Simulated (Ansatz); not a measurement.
Geometry optimisation, DFT LDA, scalar-relativistic, plane waves, PAW (Ansatz).

Input:

```yaml
crystal:
  lattice:
    - [7.67918, 0.0, 0.0]
    - [3.83959, 6.650365, 0.0]
    - [0.0, 0.0, 17.418765]
  atoms:
    - { symbol: H, position: [0.1666667, 0.1666667, 0.0574094] }
    - { symbol: H, position: [0.6666667, 0.1666667, 0.0574094] }
    - { symbol: H, position: [0.1666667, 0.6666667, 0.0574094] }
    - { symbol: H, position: [0.6666667, 0.6666667, 0.0574094] }
    - { symbol: Si, position: [0.1666667, 0.1666667, 0.1435234] }
    - { symbol: Si, position: [0.6666667, 0.1666667, 0.1435234] }
    - { symbol: Si, position: [0.1666667, 0.6666667, 0.1435234] }
    - { symbol: Si, position: [0.6666667, 0.6666667, 0.1435234] }
    - { symbol: Si, position: [-0.1666667, 0.3333333, 0.1885181] }
    - { symbol: Si, position: [0.3333333, 0.3333333, 0.1885181] }
    - { symbol: Si, position: [-0.1666667, 0.8333333, 0.1885181] }
    - { symbol: Si, position: [0.3333333, 0.8333333, 0.1885181] }
    - { symbol: Si, position: [-0.1666667, 0.3333333, 0.3235024] }
    - { symbol: Si, position: [0.3333333, 0.3333333, 0.3235024] }
    - { symbol: Si, position: [-0.1666667, 0.8333333, 0.3235024] }
    - { symbol: Si, position: [0.3333333, 0.8333333, 0.3235024] }
    - { symbol: Si, position: [0.0, 0.0, 0.3684971] }
    - { symbol: Si, position: [0.5, 0.0, 0.3684971] }
    - { symbol: Si, position: [0.0, 0.5, 0.3684971] }
    - { symbol: Si, position: [0.5, 0.5, 0.3684971] }
    - { symbol: Cu, position: [0.8279195, 0.3292644, 0.466093], spin: 1.0 }
magnetization:
  spin_polarized: true
basis:
  ecutwfc: 420.0
kpoints:
  mp_grid: { grid: [2, 2, 1] }
hamiltonian:
  xc: lda
  pseudopotentials: { kind: paw, azcp: { folder: soft_1 } }
scf:
  occupations: { method: gaussian, width: 0.02 }
  lower_state_search: "off"
relax:
  f_tol: 0.03
  max_steps: 60
  adjacent_minimum: "off"
  constraints: [{ sites: [0, 1, 2, 3, 4, 5, 6, 7] }]
```

Run as:

```bash
$ ansatz run input.yaml --threads 2 --pin off --max-ram 5120MiB --backend cpu --events-out ev --progress --plain --runs-dir out
```

Where does it end, and by what steps?

The run converged. The force dipped under the threshold on the way, but the program's further checks kept it going. Limits of this set-up: coarse k mesh, thin slab, slab without dipole correction, PAW files made for another functional. After 29 steps the energy has fallen by 1.419 eV; Si18 moved furthest, 1.24 Å. Parted: Si11–Si15. Joined: Si11–Si18.

| step | energy less start (eV) | largest force component (eV/Å) | accepted |
| --- | --- | --- | --- |
| 0 | 0.0000 | 1.539 | yes |
| 2 | -0.8657 | 0.545 | yes |
| 4 | -1.2312 | 0.364 | yes |
| 6 | -1.2720 | 0.174 | no |
| 8 | -1.2856 | 0.014 | yes |
| 10 | -1.2858 | 0.010 | yes |
| 12 | -1.2449 | 0.264 | no |
| 14 | -1.2870 | 0.043 | yes |
| 16 | -1.2888 | 0.062 | yes |
| 18 | -1.2811 | 0.185 | no |
| 20 | -1.2987 | 0.065 | yes |
| 22 | -1.3237 | 0.130 | yes |
| 24 | -1.3782 | 0.450 | yes |
| 26 | -1.4039 | 0.316 | yes |
| 28 | -1.4175 | 0.046 | no |
| 29 | -1.4186 | 0.017 | yes |

```xyz
21
Lattice="7.6792 0.0000 0.0000 3.8396 6.6504 0.0000 0.0000 0.0000 17.4188" Properties=species:S:1:pos:R:3
H 1.920 1.108 1.000
H 5.759 1.108 1.000
H 3.840 4.434 1.000
H 7.679 4.434 1.000
Si 1.920 1.108 2.500
Si 5.759 1.108 2.500
Si 3.840 4.434 2.500
Si 7.679 4.434 2.500
Si 0.015 2.208 3.097
Si 3.863 2.229 3.278
Si 1.836 5.590 3.370
Si 5.760 5.516 3.278
Si 0.278 2.054 5.322
Si 4.312 1.981 5.589
Si 2.567 5.168 6.307
Si 6.199 5.250 5.589
Si 0.612 -0.038 6.451
Si 4.543 -0.407 5.484
Si 2.259 2.813 6.451
Si 6.190 3.076 6.574
Cu 8.005 2.038 7.625
```

The run took 7.1 min on 2 threads of Arm Neoverse V1 (shared host), peak memory 1.3 GiB.
